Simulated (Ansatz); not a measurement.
# CH4ClGe radical: small, medium and large basis sets

One table from this session's results is given with a row withheld; the runs are named, their logs left out.

Program: Ansatz 0.2.0, Gaussian basis. Level of theory: one geometry, several basis sets. These are calculated values, not measurements.

The runs, in order: PBE0-D4/def2-SVP; ωB97M-V/def2-SVP; PBE0-D4/def2-QZVPP; ωB97M-V/def2-QZVPP; the functionals' def2-TZVPP values are taken from earlier runs.

### Structure used throughout

All runs share one geometry, relaxed beforehand with PBE0-D4 in a triple-zeta def2 set.

SMILES `[CH3][GeH][Cl]`, 7 atoms, charge 0, spin multiplicity 2.

Atoms are counted from 1 here; the program's logs count them from 0.

Bond lengths: C1–Ge2 1.957 Å, C1–H4 1.092 Å, C1–H5 1.089 Å, C1–H6 1.091 Å, Ge2–Cl3 2.169 Å, Ge2–H7 1.553 Å. Angles: Ge2–C1–H4 108.6°, Ge2–C1–H5 110.0°, Ge2–C1–H6 109.7°, H4–C1–H5 109.4°, H4–C1–H6 109.5°, H5–C1–H6 109.6°, C1–Ge2–Cl3 107.0°, C1–Ge2–H7 112.6°, Cl3–Ge2–H7 105.6°.

The first run:

Contents of in.yaml:

```yaml
crystal:
  periodic: [false, false, false]
  atoms:
    - {symbol: C, position_ang: [-0.733126, 0.438448, -0.261882]}
    - {symbol: Ge, position_ang: [0.705405, -0.885483, -0.183130]}
    - {symbol: Cl, position_ang: [1.016989, -1.361744, 1.909462]}
    - {symbol: H, position_ang: [-0.433410, 1.314452, 0.317323]}
    - {symbol: H, position_ang: [-1.646194, 0.021373, 0.160827]}
    - {symbol: H, position_ang: [-0.909942, 0.729411, -1.298171]}
    - {symbol: H, position_ang: [2.061380, -0.324457, -0.690131]}
basis:
  gaussian: {orbitals: def2-SVP}
magnetization: {spin_polarized: true, initial_magnetization: 1}
hamiltonian: {xc: pbe0, dispersion: d4}
output: {orbitals: {seedname: orbitals}}
```

Command:

```console
ansatz run in.yaml --threads 2 --pin off --events-out ev --progress --plain --max-ram 32768MiB --backend cpu
```

Steps of the session up to this table: PBE0-D4 in def2-SVP; ωB97M-V in def2-SVP; PBE0-D4 in def2-QZVPP; ωB97M-V in def2-QZVPP.

One of the session's tables, all rows but one given; the rest of the session is left out.

It belongs to the step «Functionals by basis». 

| functional | basis | HOMO (eV) | LUMO (eV) |
| --- | --- | --- | --- |
| PBE0-D4 | def2-SVP | -6.18 | -2.86 |
| PBE0-D4 | def2-TZVPP | -6.28 | -2.93 |
| PBE0-D4 | def2-QZVPP | ? | ? |
| ωB97M-V | def2-SVP | -8.13 | -1.01 |
| ωB97M-V | def2-TZVPP | -8.25 | -1.14 |
| ωB97M-V | def2-QZVPP | -8.29 | -1.24 |

**Question.** Estimate the row for PBE0-D4, def2-QZVPP.

As computed: HOMO (eV): -6.30; LUMO (eV): -2.98. In the column «HOMO (eV)» it lies between ωB97M-V, def2-SVP (-8.13) and PBE0-D4, def2-TZVPP (-6.28).
